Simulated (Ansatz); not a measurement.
**AlGaH₅N: up Jacob's ladder to CCSD(T)**

An exercise on one series of results from a longer session: the logs are not shown, and one member is left open.

Method: functionals in def2-TZVPP, the program's frozen cores in correlated methods; program: Ansatz 0.2.0, Gaussian basis.

Levels to be run: LDA (SPW92), PBE-D4, revPBE-D4, BLYP-D4, r2SCAN-D4, B97M-V, PBE0-D4, B3LYP-D4, r2SCANh-D4, r2SCAN0-D4, HSE06-D4, BHLYP-D4, CAM-B3LYP-D4, LC-ωPBE, ωB97X-V, ωB97M-V, B2PLYP, PBE-QIDH; CCSD(T)/def2-SVP; CCSD(T)/def2-TZVPP; MP2/def2-QZVPP; extrapolation to the limit; RPA on PBE.

### The geometry

An earlier PBE0-D4 in a triple-zeta def2 set relaxation fixed the geometry.

SMILES `[NH2][GaH][AlH2]`, 8 atoms, charge 0, spin multiplicity 1.

Atoms are counted from 1 here; the program's logs count them from 0.

Bond lengths: N1–Ga2 1.824 Å, N1–H4 1.007 Å, N1–H5 1.005 Å, Ga2–Al3 2.513 Å, Ga2–H6 1.578 Å, Al3–H7 1.594 Å, Al3–H8 1.594 Å. Angles: Ga2–N1–H4 123.3°, Ga2–N1–H5 125.2°, H4–N1–H5 111.5°, N1–Ga2–Al3 120.2°, N1–Ga2–H6 111.8°, Al3–Ga2–H6 128.1°, Ga2–Al3–H7 121.7°, Ga2–Al3–H8 121.7°, H7–Al3–H8 116.6°.

Set-up of the first run:

The input, in.yaml:

```yaml
crystal:
  periodic: [false, false, false]
  atoms:
    - {symbol: N, position_ang: [-1.818606, 0.096295, 0.265210]}
    - {symbol: Ga, position_ang: [-0.162025, 0.809764, -0.005627]}
    - {symbol: Al, position_ang: [1.836408, -0.694625, -0.246015]}
    - {symbol: H, position_ang: [-2.650129, 0.654360, 0.368251]}
    - {symbol: H, position_ang: [-2.022791, -0.886005, 0.330807]}
    - {symbol: H, position_ang: [-0.205345, 2.385962, -0.056778]}
    - {symbol: H, position_ang: [2.711396, -1.130993, 1.012272]}
    - {symbol: H, position_ang: [2.311092, -1.234768, -1.668121]}
basis:
  gaussian: {orbitals: def2-TZVPP}
hamiltonian: {xc: lda}
output: {orbitals: {seedname: orbitals}}
```

Launch:

```sh
$ ansatz run in.yaml --threads 2 --pin off --events-out ev --progress --plain --max-ram 4352MiB
```

Among the steps run: LDA; PBE-D4 (GGA); revPBE-D4 (GGA); BLYP-D4 (GGA); r2SCAN-D4 (meta-GGA); B97M-V (meta-GGA); PBE0-D4 (hybrid); B3LYP-D4 (hybrid); r2SCANh-D4 (hybrid); r2SCAN0-D4 (hybrid); HSE06-D4 (hybrid); BHLYP-D4 (hybrid); CAM-B3LYP-D4 (range-separated); LC-ωPBE (range-separated); ωB97X-V (range-separated); ωB97M-V (range-separated); B2PLYP (double hybrid); PBE-QIDH (double hybrid).

One table of the session follows, with a row left open; its other results are not shown here.

```
  functional  HOMO (eV)  LUMO (eV)  gap (eV)
 LDA (SPW92)      -6.00      -2.96      3.04
      PBE-D4      -5.92      -2.74      3.18
   revPBE-D4      -5.88      -2.64      3.24
     BLYP-D4      -5.79      -2.61      3.17
   r2SCAN-D4      -6.17      -2.49      3.68
      B97M-V      -6.25      -2.69      3.56
     PBE0-D4      -6.97      -2.01      4.96
    B3LYP-D4      -6.78      -2.20      4.59
  r2SCANh-D4      -6.55      -2.24      4.31
  r2SCAN0-D4          ?          ?         ?
    HSE06-D4      -6.58      -2.38      4.20
    BHLYP-D4      -7.92      -1.25      6.67
CAM-B3LYP-D4      -8.21      -1.07      7.14
     LC-ωPBE      -9.50       0.00      9.50
     ωB97X-V      -9.18      -0.12      9.06
     ωB97M-V      -8.96      -0.40      8.56
```

Estimate the missing values for r2SCAN0-D4.

Worked estimate for «HOMO (eV)». Against the share of exact exchange, r2SCAN-D4 (0, -6.17), r2SCANh-D4 (0.1, -6.55) give a slope of -3.80 per unit share; at 0.25 the line stands at -7.12.

The run gave: HOMO (eV): -7.12; LUMO (eV): -1.88; gap (eV): 5.25. In «HOMO (eV)» the line misses by 0.00.
